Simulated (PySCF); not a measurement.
# CH₁₁GeNSi₂: electronic excitations

Wanted: the electronic excitations of CH₁₁GeNSi₂ (`[SiH3][CH2][GeH2][NH][SiH3]`), by calculation.

Computed with PySCF 2.14.0, with density-fitted response routines of our own, on a single molecule in the gas phase. Atoms count from 0, in the outputs and in this text.

### Step 1. The molecule as given

16 atoms, charge 0, multiplicity 1; geometry from: GFN2-xTB.

Bonds of the start (Å): Si0–C1 1.90, C1–Ge2 1.96, Ge2–N3 1.82, N3–Si4 1.73, Si0–H5 1.46, Si0–H6 1.47, Si0–H7 1.47, C1–H8 1.09, C1–H9 1.09, Ge2–H10 1.52, Ge2–H11 1.51, N3–H12 1.01, Si4–H13 1.47, Si4–H14 1.46, Si4–H15 1.46.

### Step 2. Ultraviolet spectrum: CAM-B3LYP/def2-SVPD

What the job is given:

```
{"job": {"kind": "uv", "xc": "CAM-B3LYP", "basis": "def2-SVPD", "nstates": 8, "ntriplets": 3}, "charge": 0, "multiplicity": 1}
Si     2.031693     0.148647     1.062181
C      1.207969    -1.016329    -0.190438
Ge     0.107165    -0.063636    -1.507291
N     -1.205167     0.870647    -0.650132
Si    -2.351828     0.233883     0.475522
H      1.028806     0.890237     1.825428
H      2.835510    -0.673157     1.976986
H      2.914490     1.079604     0.351049
H      1.968994    -1.590276    -0.718930
H      0.577101    -1.735619     0.331063
H     -0.509718    -1.029438    -2.512323
H      0.864826     0.976125    -2.301356
H     -1.515436     1.693102    -1.141962
H     -3.266655    -0.749185    -0.125470
H     -1.593055    -0.420088     1.543706
H     -3.102292     1.394428     0.956277
```

Level: TDDFT CAM-B3LYP/def2-SVPD, vertical, gas phase, core orbitals frozen in the response.

Started as:

```console
$ OMP_NUM_THREADS=1 python probes_run.py task.json out
```

This one command runs all jobs of the session in turn.

Predict these results of the whole session: lowest singlet (CAM-B3LYP/def2-SVPD); brightest single state of those computed; lowest triplet.

**Answer**, as computed:

| quantity | value |
| --- | --- |
| lowest singlet (CAM-B3LYP/def2-SVPD) | 6.05 eV (205 nm), f = 0.004 |
| brightest single state of those computed | state 8, 7.98 eV, f = 0.042 |
| lowest triplet | 5.71 eV |

**Reading.** The first singlet state (HOMO→LUMO 0.84, HOMO→LUMO+1 0.09) lies at 6.05 eV and is weak; of the 8 states computed, the strongest absorption comes from state 8 at 7.98 eV (the last computed, so partners may be missing). The lowest triplet lies 0.33 eV below the lowest singlet (triplets in Tamm-Dancoff, singlets in full TDDFT).
